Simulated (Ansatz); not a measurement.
# CH5Ga: the cost of one run

Method: RHF/def2-TZVP, in Ansatz 0.2.0.

### 1 Starting point

Bond lengths: Ga1–H2 1.770 Å, Ga1–C3 2.180 Å, C3–H4 1.110 Å, C3–H5 1.110 Å, C3–H6 1.110 Å, Ga1–H7 1.570 Å. Angles: H2–Ga1–C3 43.9°, H2–Ga1–H7 155.6°, C3–Ga1–H7 160.4°, Ga1–C3–H4 105.3°, Ga1–C3–H5 73.7°, Ga1–C3–H6 141.1°, H4–C3–H5 109.4°, H4–C3–H6 109.4°, H5–C3–H6 109.4°.

Coordinates:

```xyz
7

Ga    0.0000    0.0000    0.0000
H     1.0314    0.0000    1.4384
C     2.1439    0.0000    0.3949
H     2.4735   -1.0462    0.2247
H     2.0074    0.5080   -0.5825
H     2.9135    0.5381    0.9867
H    -1.3596    0.0000   -0.7850
```

### 2 A restrained relaxation towards end A

Springs on the bonds that form and break draw the guess towards this end; the thresholds are loose.

Input file input.yaml:

```yaml
crystal:
  periodic: [false, false, false]
  atoms:
    - { symbol: Ga, position_ang: [0.0, 0.0, 0.0] }
    - { symbol: H, position_ang: [1.0314, 0.0, 1.4384] }
    - { symbol: C, position_ang: [2.1439, 0.0, 0.3949] }
    - { symbol: H, position_ang: [2.4735, -1.0462, 0.2247] }
    - { symbol: H, position_ang: [2.0074, 0.508, -0.5825] }
    - { symbol: H, position_ang: [2.9135, 0.5381, 0.9867] }
    - { symbol: H, position_ang: [-1.3596, 0.0, -0.785] }
basis:
  gaussian: { orbitals: def2-TZVP }
hamiltonian:
  xc: hf
relax:
  f_tol: 0.15
  max_steps: 25
  restrain:
    - { distance: [1, 2], at: 2.31, k: 30.0 }
    - { distance: [0, 1], at: 1.57, k: 30.0 }
    - { distance: [0, 2], at: 1.98, k: 30.0 }
```

Command:

```
$ ansatz run input.yaml --threads 2 --pin off --max-ram 3072MiB --backend cpu --events-out ev --progress --plain --runs-dir out
```

What time and memory should one allow on 2 threads of Arm Neoverse V1, shared host?

About 11 s, with a peak of 0.24 GiB.
